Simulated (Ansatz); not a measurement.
BaMgVO3 under changes of volume

One of the cells (14.122 Å³/atom); the others are scaled copies at fixed shape and fractional positions:

```
CELL_PARAMETERS angstrom
2.84941 -2.83472 0.00000
2.84941 2.83472 0.00000
-2.14750 0.00000 5.24492
ATOMIC_POSITIONS crystal
Ba 0.87790 0.87790 0.04801
V 0.58320 0.58320 0.42256
Mg 0.18936 0.18936 0.65507
O 0.34034 0.34034 0.03082
O 0.63894 0.12025 0.53844
O 0.12025 0.63894 0.53844
```

The cell comes from a database or a generator and needn't be the stable form of this composition.

- Program: Ansatz 0.2.0
- Functional: PBE
- Potentials or basis: Ansatz PAW
- Cutoff: 420 eV (not typed: the program's choice for these potentials)
- k mesh: 7 × 7 × 5
- Occupations: fermi-dirac, width 0.05 eV
- Spin: collinear spin, ferromagnetic start
- Starting moments: [0.0, 2.0, 0.0, 0.0, 0.0, 0.0] μB

```csv
volume (Å³/atom),energy over the lowest point (meV/atom),pressure (GPa),largest force (eV/Å)
13.274,?,?,?
13.557,2.68,2.8,0.539
13.839,0.00,0.3,0.505
14.122,1.36,-1.8,0.472
14.404,6.32,-3.8,0.441
14.686,14.53,-5.5,0.412
14.969,25.64,-7.1,0.385
```

**Question.** What does the run at 13.274 Å³/atom give?

**Answer.** Energy over the lowest point 9.88 meV/atom; pressure 5.5 GPa; largest force 0.576 eV/Å.

Worked out: A Birch-Murnaghan fit of order 3 (a polynomial in V^(-2/3)) to the other rows has its minimum at 13.88 Å³/atom with B0 = V·E''(V) = 111 GPa and B' = 4.5 at fixed shape and positions, which overstates the stiffness. It gives 9.91 meV/atom at 13.274 Å³/atom, against the run's 9.88, and -dE/dV = 5.5 GPa, against 5.5.

Energies are extrapolated to zero smearing.
